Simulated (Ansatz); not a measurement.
# BGeH2: the cost of one run

The runs use Ansatz 0.2.0, Gaussian basis; cc-pVTZ, core rule «outside noble gas», up to 15 orbitals frozen.

To be run: UHF; CCSD(T) on ROHF; CCSD(T) on UHF; CISD; CASSCF and MRCISD+Q, 9 electrons in 10 orbitals; CASSCF and NEVPT2, 9 electrons in 10 orbitals.

15 further runs of the same task are left out: 2 for a known fault of the program, 3 that didn't finish, 10 set aside as unsound or not needed.

## 1. The geometry

The geometry is a PBE0/def2-TZVP stationary point (not a proven minimum) with its atoms shifted at random (size 0.040 Å). No spin-orbit coupling is included. The filled d shell of Ge may be among the frozen orbitals whatever the setting's name suggests; the logs give the count.

4 atoms, charge 0, spin multiplicity 2.

Atoms are counted from 1 here; the program's logs count them from 0.

Bond lengths: Ge1–B2 1.874 Å, Ge1–H3 1.586 Å, Ge1–H4 1.550 Å. Angles: B2–Ge1–H3 121.6°, B2–Ge1–H4 120.1°, H3–Ge1–H4 118.3°.

## 2. UHF

Input file in.yaml:

```yaml
crystal:
  periodic: [false, false, false]
  atoms:
    - {symbol: Ge, position_ang: [0.000206, 0.001765, -0.218074]}
    - {symbol: B, position_ang: [-0.000627, -0.014378, 1.655955]}
    - {symbol: H, position_ang: [0.047337, 1.358324, -1.037616]}
    - {symbol: H, position_ang: [-0.055440, -1.331274, -1.007813]}
basis:
  gaussian: {orbitals: cc-pVTZ}
magnetization: {spin_polarized: true, initial_magnetization: 1}
hamiltonian: {xc: hf}
output: {orbitals: {seedname: orbitals}}
```

Started as:

```bash
$ ansatz run in.yaml --threads 1 --pin off --events-out ev --progress --plain --max-ram 8192MiB --backend cpu
```

**Question.** How long does this run take on 1 thread of AMD EPYC 7R13, shared host, and how much memory does it need?

About 10 s, with a peak of 0.29 GiB.
